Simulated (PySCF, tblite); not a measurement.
# C₄H₄FNO: geometry, infrared bands, NMR shifts and spin-spin couplings

What infrared bands, NMR shifts and spin-spin couplings should C₄H₄FNO (`N#CCCC(=O)F`) show?

Computed with tblite 0.8.0 and PySCF 2.14.0, with density-fitted response routines of our own, on a single molecule in the gas phase. Atoms count from 0, in the outputs and in this text.

**1. The starting structure**

11 atoms, charge 0, multiplicity 1; geometry from: force field or distance geometry start.

Bonds of the start (Å): N0–C1 1.16, C1–C2 1.47, C2–C3 1.53, C3–C4 1.49, C4–O5 1.21, C4–F6 1.35, C2–H7 1.09, C2–H8 1.09, C3–H9 1.11, C3–H10 1.09.

**2. Geometry optimisation with GFN2-xTB**

The job: settings as JSON, then the geometry in Å.

```
{"job": {"kind": "relax", "xc": "GFN2-xTB", "basis": "xTB"}, "charge": 0, "multiplicity": 1}
N      2.186400     0.394100    -1.908500
C      1.583000    -0.031800    -1.018000
C      0.820000    -0.602800     0.107300
C     -0.683700    -0.420900    -0.136900
C     -1.099100     1.006300     0.011500
O     -0.600800     1.818000     0.764600
F     -2.135300     1.423400    -0.739200
H      1.042600    -1.663900     0.192600
H      1.123400    -0.137100     1.048300
H     -1.254700    -1.001800     0.617300
H     -0.976300    -0.780700    -1.126600
```

Run with:

```console
$ OMP_NUM_THREADS=1 python probes_run.py task.json out
```

This one command runs all jobs of the session in turn.

What it wrote:

```text
step      E/eV     max force
  0    -606.16067    3.136
  1    -606.10099    4.805
  2    -606.24171    1.862
  3    -606.22419    2.293
  4    -606.26623    0.335
  5    -606.27272    0.274
  6    -606.28254    0.249
  7    -606.28412    0.120
  8    -606.28566    0.114
  9    -606.28673    0.145
 10    -606.28740    0.086
 11    -606.28774    0.053
 12    -606.28807    0.077
 13    -606.28839    0.090
 14    -606.28864    0.057
 15    -606.28881    0.048
 16    -606.28903    0.063
 17    -606.28937    0.112
 18    -606.28985    0.133
 19    -606.29036    0.106
 20    -606.29084    0.062
 21    -606.29139    0.087
 22    -606.29223    0.143
 23    -606.29335    0.139
 24    -606.29449    0.130
 25    -606.29559    0.082
 26    -606.29648    0.129
 27    -606.29729    0.121
 28    -606.29787    0.228
 29    -606.29851    0.072
 30    -606.29909    0.075
 31    -606.30002    0.098
 32    -606.30048    0.098
 33    -606.30098    0.065
 34    -606.30133    0.085
 35    -606.30171    0.073
 36    -606.30226    0.079
 37    -606.30252    0.059
 38    -606.30275    0.043
 39    -606.30298    0.046
 40    -606.30321    0.049
 41    -606.30337    0.046
 42    -606.30345    0.033
 43    -606.30350    0.025
 44    -606.30353    0.025
 45    -606.30355    0.018
 46    -606.30358    0.018
 47    -606.30360    0.018
 48    -606.30362    0.016
 49    -606.30363    0.014
 50    -606.30364    0.004
```

It took 0.15 s on 1 thread of Arm Neoverse V2, shared host.

Relaxation path: (not every step is listed) (the energy doesn't fall at every step)

```
step  energy from step 0 (eV)  largest force (eV/Å)
   0                   0.0000                3.1357
   1                   0.0597                4.8049
   2                  -0.0810                1.8623
   3                  -0.0635                2.2931
   4                  -0.1056                0.3349
   5                  -0.1121                0.2737
   6                  -0.1219                0.2490
   7                  -0.1235                0.1201
   8                  -0.1250                0.1141
  11                  -0.1271                0.0528
  14                  -0.1280                0.0570
  17                  -0.1287                0.1118
  20                  -0.1302                0.0620
  23                  -0.1327                0.1391
  26                  -0.1358                0.1285
  29                  -0.1378                0.0723
  32                  -0.1398                0.0981
  35                  -0.1410                0.0727
  38                  -0.1421                0.0432
  41                  -0.1427                0.0463
  44                  -0.1429                0.0249
  45                  -0.1429                0.0179
  46                  -0.1429                0.0184
  47                  -0.1429                0.0178
  48                  -0.1430                0.0164
  49                  -0.1430                0.0136
  50                  -0.1430                0.0045
```

Close pairs (by a distance rule), those that changed most:

```
 bond  before (Å)  after (Å)  change (Å)
C4–O5       1.214      1.177      -0.037
C1–C2       1.475      1.444      -0.030
C4–F6       1.346      1.363      +0.018
C3–H9       1.110      1.094      -0.016
N0–C1       1.157      1.142      -0.015
C2–H7       1.088      1.093      +0.005
C2–C3       1.534      1.532      -0.002
C3–C4       1.494      1.496      +0.002
```

The next job starts from the end point, and lists it.

**3. Harmonic vibrations with GFN2-xTB**

The job: settings as JSON, then the geometry in Å.

```
{"job": {"kind": "ir", "xc": "GFN2-xTB", "basis": "xTB"}, "charge": 0, "multiplicity": 1}
N      2.246305     0.358651    -1.809598
C      1.620627    -0.061813    -0.952149
C      0.809518    -0.612247     0.108639
C     -0.679172    -0.395171    -0.180997
C     -1.069502     1.033337     0.027889
O     -0.464690     1.923190     0.505834
F     -2.345504     1.238866    -0.406398
H      1.029646    -1.679491     0.191372
H      1.085558    -0.119042     1.044849
H     -1.294538    -1.003734     0.488867
H     -0.932824    -0.679876    -1.205939
```

What it wrote:

```text
mode    cm-1     km/mol
  1      42.8      2.98
  2      57.2      4.88
  3     188.0      2.22
  4     229.4     10.06
  5     376.5      3.92
  6     413.0     14.58
  7     509.9      7.70
  8     557.9     14.93
  9     603.5      4.72
 10     818.3     47.34
 11     859.4     38.90
 12     947.4     78.76
 13     988.7      2.99
 14    1017.1    240.87
 15    1081.0     12.79
 16    1112.8      6.31
 17    1161.5      0.74
 18    1298.9     18.13
 19    1310.5     32.13
 20    1409.2     18.06
 21    1415.0     23.84
 22    1880.8    403.43
 23    2421.9    161.03
 24    2957.2      2.25
 25    2970.8      2.22
 26    2980.3      5.00
 27    2983.7      5.86
```

Wall time 0.16 s (1 thread of Arm Neoverse V2, shared host).

Which atoms move in the most intense modes:

```
cm⁻¹  km/mol                                atoms
 818    47.3   F6 21 %, H7 16 %, O5 14 %, C2 14 %
 859    38.9   C3 27 %, H9 23 %, C4 13 %, N0 11 %
 947    78.8   C2 24 %, H7 15 %, C4 14 %, C3 11 %
1017   240.9                     C4 57 %, C3 11 %
1310    32.1           C3 33 %, H10 32 %, H9 12 %
1415    23.8  H10 32 %, H9 30 %, H8 15 %, H7 14 %
1881   403.4                     C4 61 %, O5 38 %
2422   161.0                     C1 60 %, N0 39 %
```

**4. Shielding tensors: PBE0/pcSseg-1**

The job, as its differences from that of step 3:

```diff
@@ -1,2 +1,2 @@
-{"job": {"kind": "ir", "xc": "GFN2-xTB", "basis": "xTB"}, "charge": 0, "multiplicity": 1}
+{"job": {"kind": "nmr", "xc": "PBE0", "basis": "pcSseg-1"}, "charge": 0, "multiplicity": 1}
 N      2.246305     0.358651    -1.809598
```

With the program's defaults for keys left out, this is: GIAO PBE0/pcSseg-1 NMR shielding, non-relativistic, gas phase.

What it wrote:

```text
coarse grid: 10064 points
cycle   1  E = -383.9528850705  dE =  1.129e+00  |g| = 9.487e-01  |ddm| = 3.025e+00
cycle   2  E = -383.3969460484  dE =  5.559e-01  |g| = 1.957e+00  |ddm| = 1.852e+00
cycle   3  E = -384.1215881975  dE = -7.246e-01  |g| = 2.231e-01  |ddm| = 1.332e+00
cycle   4  E = -384.1289883883  dE = -7.400e-03  |g| = 9.066e-02  |ddm| = 1.734e-01
cycle   5  E = -384.1302167870  dE = -1.228e-03  |g| = 2.311e-02  |ddm| = 5.983e-02
cycle   6  E = -384.1303118964  dE = -9.511e-05  |g| = 1.016e-02  |ddm| = 1.959e-02
cycle   7  E = -384.1303302607  dE = -1.836e-05  |g| = 3.808e-03  |ddm| = 7.633e-03
cycle   8  E = -384.1303330482  dE = -2.787e-06  |g| = 6.351e-04  |ddm| = 2.531e-03
final grid: 100128 points
cycle   9  E = -384.1887655692  dE = -1.982e-05  |g| = 1.076e-02  |ddm| = 2.066e-02
cycle  10  E = -384.1887196779  dE =  4.589e-05  |g| = 1.924e-02  |ddm| = 1.746e-02
cycle  11  E = -384.1887867863  dE = -6.711e-05  |g| = 2.229e-03  |ddm| = 1.151e-02
cycle  12  E = -384.1887877232  dE = -9.370e-07  |g| = 3.820e-04  |ddm| = 1.522e-03
cycle  13  E = -384.1887877419  dE = -1.864e-08  |g| = 1.720e-04  |ddm| = 2.973e-04
cycle  14  E = -384.1887877463  dE = -4.446e-09  |g| = 9.066e-05  |ddm| = 1.427e-04
cycle  15  E = -384.1887877479  dE = -1.630e-09  |g| = 1.691e-05  |ddm| = 6.540e-05
cycle  16  E = -384.1887877480  dE = -5.559e-11  |g| = 3.824e-06  |ddm| = 1.225e-05
converged SCF energy = -384.1887877480

GIAO shielding tensors (ppm)
atom      isotropic    diamagn.    paramagn.     s11        s22        s33       span
  0 N      -35.550     339.546    -375.096   -207.997   -201.118    302.464    510.461
  1 C       64.520     260.702    -196.182    -53.784    -45.715    293.060    346.844
  2 C      173.526     248.873     -75.347    166.176    172.854    181.547     15.372
  3 C      154.051     251.865     -97.814    139.737    146.594    175.821     36.084
  4 C       15.772     251.374    -235.603   -103.381     43.194    107.502    210.883
  5 O     -121.916     402.007    -523.923   -422.263   -212.520    269.036    691.299
  6 F      115.278     475.618    -360.340   -137.445    194.522    288.757    426.202
  7 H       29.423      28.004       1.419     24.247     27.792     36.231     11.983
  8 H       28.923      29.292      -0.369     25.432     26.856     34.481      9.050
  9 H       28.982      29.551      -0.569     24.444     27.849     34.653     10.209
 10 H       28.850      30.010      -1.160     24.751     28.577     33.221      8.471
```

Wall time 11 s (1 thread of Arm Neoverse V2, shared host); peak memory 0.66 GiB.

The references, computed at this level on geometries of the same kind, shield at (ppm): ¹H TMS 31.72, ¹³C TMS 186.9, ¹⁹F CFCl3 170.9, ¹⁵N NH3 267.7, ¹⁷O H2O 336.1. Their shielding less the atom's gives the shift. The references are single molecules in the gas phase, so shifts against H2O, NH3, PH3, H3PO4 or CFCl3 are not on the usual liquid scales and can be off by tens of ppm. Atoms listed in one row are averaged.

```
  atoms                             environment  σ (ppm)  δ (ppm)  δ scaled to CDCl3
     C4                         carbonyl carbon     15.8    171.2              165.1
     C1                          nitrile carbon     64.5    122.4              117.6
     C3                 sp3 CH2 α to a carbonyl    154.1     32.9               30.2
     C2                  sp3 CH2 α to a nitrile    173.5     13.4               11.2
H9, H10  hydrogen on an sp3 CH2 α to a carbonyl    28.92     2.80               2.75
 H7, H8   hydrogen on an sp3 CH2 α to a nitrile    29.17     2.54               2.50
     N0                        nitrile nitrogen    -35.6    303.3                  –
     O5                         carbonyl oxygen   -121.9    458.0                  –
     F6                    fluorine bonded to C    115.3     55.7                  –
```

The scaled column applies a straight-line fit of computed shieldings to shifts measured in CDCl3, and one for carbons that bear F (root-mean-square error 0.16 ppm for H, 1.9 ppm for C).

Charges from the same density, by scheme (e):

```
atoms  Mulliken    IAO  Hirshfeld  ESP fit
   N0     -0.23  -0.23      -0.22    -0.45
   C1      0.05   0.14       0.08     0.34
   C2     -0.20  -0.30      -0.04    -0.15
   C3     -0.30  -0.32      -0.06    -0.18
   C4      0.55   0.62       0.25     0.73
   O5     -0.32  -0.37      -0.21    -0.44
   F6     -0.27  -0.29      -0.09    -0.28
```

Mayer bond orders: N0–C1 3.06, C1–C2 1.00, C2–C3 1.02, C3–C4 0.99, C4–O5 2.09, C4–F6 0.96.

**5. Spin-spin couplings: B3LYP/pcJ-1**

The job, as its differences from that of step 4:

```diff
@@ -1,2 +1,2 @@
-{"job": {"kind": "nmr", "xc": "PBE0", "basis": "pcSseg-1"}, "charge": 0, "multiplicity": 1}
+{"job": {"kind": "j", "xc": "B3LYP", "basis": "pcJ-1"}, "charge": 0, "multiplicity": 1}
 N      2.246305     0.358651    -1.809598
```

With the program's defaults for keys left out, this is: B3LYP/pcJ-1 indirect spin-spin coupling, non-relativistic, gas phase.

What it wrote:

```text
coarse grid: 10064 points
cycle   1  E = -384.3926799096  dE =  1.074e+00  |g| = 1.021e+00  |ddm| = 2.909e+00
cycle   2  E = -383.6617131693  dE =  7.310e-01  |g| = 2.215e+00  |ddm| = 2.070e+00
cycle   3  E = -384.5754709511  dE = -9.138e-01  |g| = 2.814e-01  |ddm| = 1.537e+00
cycle   4  E = -384.5871476670  dE = -1.168e-02  |g| = 1.191e-01  |ddm| = 2.163e-01
cycle   5  E = -384.5891306543  dE = -1.983e-03  |g| = 3.130e-02  |ddm| = 7.335e-02
cycle   6  E = -384.5893076678  dE = -1.770e-04  |g| = 1.287e-02  |ddm| = 2.558e-02
cycle   7  E = -384.5893350196  dE = -2.735e-05  |g| = 5.466e-03  |ddm| = 9.672e-03
cycle   8  E = -384.5893406990  dE = -5.679e-06  |g| = 8.951e-04  |ddm| = 3.569e-03
final grid: 100128 points
cycle   9  E = -384.6582572336  dE = -1.446e-04  |g| = 7.494e-03  |ddm| = 1.535e-02
cycle  10  E = -384.6582410380  dE =  1.620e-05  |g| = 1.194e-02  |ddm| = 1.105e-02
cycle  11  E = -384.6582660525  dE = -2.501e-05  |g| = 2.126e-03  |ddm| = 7.466e-03
cycle  12  E = -384.6582666924  dE = -6.399e-07  |g| = 1.152e-03  |ddm| = 1.891e-03
cycle  13  E = -384.6582669211  dE = -2.287e-07  |g| = 3.333e-04  |ddm| = 7.388e-04
cycle  14  E = -384.6582669427  dE = -2.156e-08  |g| = 8.269e-05  |ddm| = 2.113e-04
cycle  15  E = -384.6582669438  dE = -1.162e-09  |g| = 2.205e-05  |ddm| = 5.848e-05
cycle  16  E = -384.6582669439  dE = -7.810e-11  |g| = 5.272e-06  |ddm| = 1.601e-05
converged SCF energy = -384.6582669439

Indirect spin-spin couplings (Hz)
  i      j    bonds     total        FC       PSO       DSO        SD
  0 N    1 C    1    -21.564   -15.031    -0.081    -0.005    -6.446
  0 N    2 C    2      3.043     2.725     0.355     0.069    -0.106
  0 N    3 C    3     -0.736    -0.725    -0.001     0.026    -0.037
  0 N    6 F    5     -0.171    -0.091    -0.055     0.075    -0.099
  0 N    7 H    3     -1.513    -1.344    -0.406     0.208     0.028
  0 N    8 H    3     -1.483    -1.299    -0.420     0.204     0.032
  0 N    9 H    4     -0.307    -0.269    -0.238     0.175     0.026
  1 C    2 C    1     68.333    69.776    -1.700     0.256         -
  1 C    3 C    2     -3.160    -3.083    -0.139     0.063         -
  1 C    4 C    3      0.464     0.456    -0.063     0.071         -
  1 C    6 F    4     -0.506    -0.623     0.271    -0.139    -0.015
  1 C    7 H    2    -10.188   -10.164    -0.006    -0.018         -
  1 C    8 H    2    -10.573   -10.560    -0.037     0.023         -
  1 C    9 H    3     11.784    11.734     0.396    -0.346         -
  1 C   10 H    3      4.954     4.875    -0.166     0.245         -
  2 C    3 C    1     36.141    36.010    -0.105     0.236         -
  2 C    4 C    2     -1.293    -1.183    -0.188     0.078         -
  2 C    5 O    3     -0.783    -0.975     0.199    -0.007         -
  2 C    6 F    3      2.396     2.101     0.132    -0.293     0.456
  2 C    7 H    1    141.906   140.303     0.744     0.859         -
  2 C    8 H    1    144.211   142.719     0.572     0.920         -
  2 C    9 H    2     -2.549    -2.589     0.118    -0.077         -
  2 C   10 H    2     -3.271    -3.325     0.146    -0.092         -
  3 C    4 C    1     66.764    68.390    -1.970     0.343         -
  3 C    5 O    2     -0.158    -1.490     1.290     0.042         -
  3 C    6 F    2     56.759    65.607    -8.450    -0.019    -0.379
  3 C    7 H    2     -3.394    -3.470     0.161    -0.084         -
  3 C    8 H    2     -5.635    -5.772     0.192    -0.054         -
  3 C    9 H    1    137.323   135.630     0.742     0.951         -
  3 C   10 H    1    143.740   142.193     0.568     0.979         -
  4 C    5 O    1     24.819    12.604    12.319    -0.104         -
  4 C    6 F    1   -418.884  -376.030   -45.949     1.018     2.077
  4 C    7 H    3     12.847    12.851     0.284    -0.287         -
  4 C    8 H    3      4.473     4.694    -0.475     0.254         -
  4 C    9 H    2     -8.896    -8.972    -0.145     0.221         -
  4 C   10 H    2     -9.040    -9.040    -0.206     0.205         -
  5 O    6 F    2     63.164    -9.782    76.086     0.240    -3.380
  5 O    9 H    3     -1.557    -1.628    -0.179     0.250         -
  5 O   10 H    3     -1.451    -1.590    -0.157     0.297         -
  6 F    7 H    4      4.967     4.183     1.855    -1.308     0.239
  6 F    8 H    4     -2.201    -1.548     0.645    -1.245    -0.053
  6 F    9 H    3     -6.719    -5.814    -0.228    -0.228    -0.449
  6 F   10 H    3     -4.787    -3.189    -1.014     0.186    -0.770
  7 H    8 H    2    -17.604   -17.713     2.362    -2.253         -
  7 H    9 H    3      6.581     6.630    -0.070     0.021         -
  7 H   10 H    3      1.611     1.688     0.594    -0.672         -
  8 H    9 H    3      1.935     1.997     0.548    -0.611         -
  8 H   10 H    3     14.599    14.630     2.625    -2.656         -
  9 H   10 H    2    -20.350   -20.533     2.069    -1.886         -
```

Run time: 31 s. Hardware: 1 thread of Arm Neoverse V2, shared host; peak memory 0.87 GiB.

A choice of the couplings up to four bonds, sorted by the number of bonds, with means over like pairs; isotopes 13C, 19F, 1H, 15N, 17O:

```
  pair  bonds  J (Hz)  Fermi contact (Hz)  dihedral (°)
 C4–F6      1  -418.9              -376.0             –
 C2–H7      1   143.1               141.5             –
 C3–H9      1   140.5               138.9             –
 C1–C2      1    68.3                69.8             –
 C3–C4      1    66.8                68.4             –
 C2–C3      1    36.1                36.0             –
 C4–O5      1    24.8                12.6             –
 N0–C1      1   -21.6               -15.0             –
 O5–F6      2    63.2                -9.8             –
 C3–F6      2    56.8                65.6             –
H9–H10      2   -20.4               -20.5             –
 H7–H8      2   -17.6               -17.7             –
 C1–H7      2   -10.4               -10.4             –
 C4–H9      2    -9.0                -9.0             –
 C3–H7      2    -4.5                -4.6             –
 C1–C3      2    -3.2                -3.1             –
 N0–C2      2     3.0                 2.7             –
 H7–H9      3    10.6                10.6             –
 C4–H7      3     8.7                 8.8             –
 C1–H9      3     8.4                 8.3             –
 F6–H9      3    -5.8                -4.5             –
 C2–F6      3     2.4                 2.1           172
H7–H10      3     1.8                 1.8           -72
 O5–H9      3    -1.5                -1.6             –
 N0–H7      3    -1.5                -1.3             –
 F6–H7      4     1.4                 1.3             –
```

Where two rows join the same classes of atoms, they are the two kinds of pair (J and J′ of an AA′XX′ pattern), each a mean over its own pairs alone.

The spin-dipole term was solved for some atoms only; pairs without it lack that part.

The response was solved for the nuclei of C, F, H, N alone, so couplings that need other nuclei can be missing.

Quadrupole couplings from the field gradients of the same density:

```
atom  isotope  eQq/h (MHz)     η
  O5      17O        9.440  0.48
  N0      14N       -4.749  0.06
```

Shifts (PBE0/pcSseg-1, scaled to CDCl3) and these couplings together give the proton spectrum at 400 MHz below. H–H couplings in it are scaled by factors fitted to measured ones, so they differ from the table.

¹H NMR δ 2.75 (td, J = 6.5, 5.8 Hz, 2H), 2.50 (td, J = 6.5, 1.4 Hz, 2H). The letters are first-order; like nuclei with unlike couplings give more lines.

**6. What came out**

| quantity | value |
| --- | --- |
| strongest single infrared mode (GFN2-xTB) | 1881 cm⁻¹, 403 km/mol |
| zero-point energy (GFN2-xTB) | 46.6 kcal/mol |
| ¹³C shifts against TMS (PBE0/pcSseg-1) | 171.2, 122.4, 32.9, 13.4 ppm |
| ¹H shifts against TMS (PBE0/pcSseg-1, means over atoms taken as alike) | 2.80, 2.54 ppm |
| ¹⁵N shifts against NH3 (PBE0/pcSseg-1) | 303.3 ppm |
| ¹⁷O shifts against H2O (PBE0/pcSseg-1) | 458.0 ppm |
| ¹⁹F shifts against CFCl3 (PBE0/pcSseg-1) | 55.7 ppm |
| largest coupling of the table (B3LYP/pcJ-1) | ¹J(C,F) C4–F6, -418.9 Hz |

**Reading.** Relaxing lowered the energy by 0.143 eV in 50 steps; the close pair that moved most is C4–O5, from 1.214 to 1.177 Å. No mode is imaginary among the 27: a minimum at this level. The strongest single mode, at 1881 cm⁻¹, moves mainly C4 and O5. Unscaled tight-binding wavenumbers are off by several per cent, some by more. Its intensities can rank the bands wrongly. The most deshielded hydrogen is H9, H10 (mean) (hydrogen on an sp3 CH2 α to a carbonyl), at 2.80 ppm: α to C=O. At PBE0/pcSseg-1: The widest tensor belongs to O5: span 691 ppm, with a paramagnetic part of -524 ppm. Of the pairs tabulated at B3LYP/pcJ-1, C4–F6 couples most strongly (-418.9 Hz; Fermi contact -376.0 Hz). Couplings across rotatable bonds belong to this one conformer; where others are populated, the observed values are averages, and the simulated multiplets take (2 J gauche + J anti)/3 across rotating chain bonds.
